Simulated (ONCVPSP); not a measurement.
**Pseudopotential generation for tungsten: ONCV, PBEsol**

Task: generate the file, and judge it by its errors in other configurations, its logarithmic derivatives, its ghosts and its cutoff.

Program: ONCVPSP 4.0.1.1 (patched build). Reference atom: PBEsol, scalar-relativistic, spherical and spin-unpolarised. All values are calculated.

## Step 1: Settings

The settings as typed:

```json
{
  "element": "tungsten (W, Z = 74)",
  "type": "optimised norm-conserving Vanderbilt (ONCV)",
  "frozen core": "[Kr] 4d10",
  "valence charge": "28",
  "reference configuration": "4f14 5s2 5p6 5d4 6s2",
  "partial waves": "5s+6s: rc 2.05 bohr, ncon 4, nbas 9, qcut 5.8 1/bohr, 3 projectors, debl 4 Ha; 5p: rc 2.05 bohr, ncon 5, nbas 9, qcut 8 1/bohr, 2 projectors, debl 2.2 Ha; 5d: rc 2.60 bohr, ncon 4, nbas 9, qcut 6.3 1/bohr, 2 projectors, debl 0.7 Ha; 4f: rc 0.55 bohr, ncon 4, nbas 7, qcut 22.5 1/bohr, 2 projectors, debl 2.8 Ha",
  "local potential": "polynomial inside 0.50 bohr (lpopt 5, dvloc0 1 Ha)",
  "core correction": "Teter function, fcfact 2.25, rcfact 1.8"
}
```

An earlier all-electron run gives the scale for the radii.

All-electron outer shells of the reference configuration (PBEsol, scalar-relativistic, ld1.x):

```csv
shell,level (eV),outermost node (bohr),outermost maximum (bohr)
4d,-238.27,0.22,0.45
5s,-79.11,0.53,0.96
5p,-43.22,0.57,1.09
4f,-33.24,–,0.43
6s,-5.75,1.28,2.64
5d,-4.51,0.63,1.49
6p,-1.33,1.54,3.70
```

## Step 2: The generation run

Contents of W.dat:

```
# ATOM AND REFERENCE CONFIGURATION
# atsym  z   nc   nv     iexc    psfile
  W 74.00    9    5  -116133      upf
#
#   n    l    f
    1    0    2.00
    2    0    2.00
    2    1    6.00
    3    0    2.00
    3    1    6.00
    3    2   10.00
    4    0    2.00
    4    1    6.00
    4    2   10.00
    4    3   14.00
    5    0    2.00
    5    1    6.00
    5    2    4.00
    6    0    2.00
#
# PSEUDOPOTENTIAL AND OPTIMIZATION
# lmax
    3
#
#   l,   rc,      ep,       ncon, nbas, qcut
    0    2.05    0.00    4    9    5.80
    1    2.05    0.00    5    9    8.00
    2    2.60    0.00    4    9    6.30
    3    0.55    0.00    4    7   22.50
#
# LOCAL POTENTIAL
# lloc, lpopt,  rc(5),   dvloc0
    4    5    0.50    1.00
#
# VANDERBILT-KLEINMAN-BYLANDER PROJECTORs
# l, nproj, debl
    0    3    4.00
    1    2    2.20
    2    2    0.70
    3    2    2.80
#
# MODEL CORE CHARGE
# icmod, fcfact, rcfact
    3    2.25    1.80
#
# LOG DERIVATIVE ANALYSIS
# epsh1, epsh2, depsh
   -4.00    5.00    0.02
#
# OUTPUT GRID
# rlmax, drl
    6.00    0.01
#
# TEST CONFIGURATIONS
# ncnf
    4
# nvcnf
#   n    l    f
    5
    4    3   14.00
    5    0    2.00
    5    1    6.00
    5    2    4.00
    6    0    1.00
#
    5
    4    3   14.00
    5    0    2.00
    5    1    6.00
    5    2    4.00
    6    0    0.00
#
    5
    4    3   14.00
    5    0    2.00
    5    1    6.00
    5    2    3.00
    6    0    0.00
#
    6
    4    3   14.00
    5    0    2.00
    5    1    6.00
    5    2    4.00
    6    0    0.00
    6    1    1.00
#
```

Command:

```
$ oncvpsp.x < W.dat > W.out
```

What does the calculation give? Wanted: cutoffs for 1 and 0.1 mHa per electron, occupied waves; bound ghosts; GHOST(+) flags; largest miss of a reference level; largest test error; largest phase difference near zero energy, channels read; rms error of d²Exc/dn², without and with the model core.

As calculated:

```
                                                quantity                                              value
  cutoffs for 1 and 0.1 mHa per electron, occupied waves                                  652 Ha and 865 Ha
                                            bound ghosts  s at -948.04 eV, p at -594.74 eV, d at -296.78 eV
                                          GHOST(+) flags                                        s at 187 eV
                       largest miss of a reference level                                        29 meV (4f)
                            largest test error (AE − PS)                  -18 meV, for 4f14 5s2 5p6 5d4 6s0
largest phase difference near zero energy, channels read                                          0.000 rad
 rms error of d²Exc/dn², without and with the model core                                  5.80 and 3.95 mHa
```

What this shows: A bound ghost (s, p, d) makes it unfit for use: electrons can fall into a state that the atom doesn't have. By total energies transferability is good: the largest error is 18 meV on 24.6 eV, for 4f14 5s2 5p6 5d4 6s0. Atomic tests can pass in spite of a ghost, since they solve only for the levels asked. By its cutoff, 652 Ha for the looser tolerance, it is very hard. At the looser tolerance the 4f wave is the slowest; 5p needs 17 Ha. Near zero energy the phases of the channels with partial waves agree within 0.001 rad. The program also flags highly localised states, GHOST(+) (s).
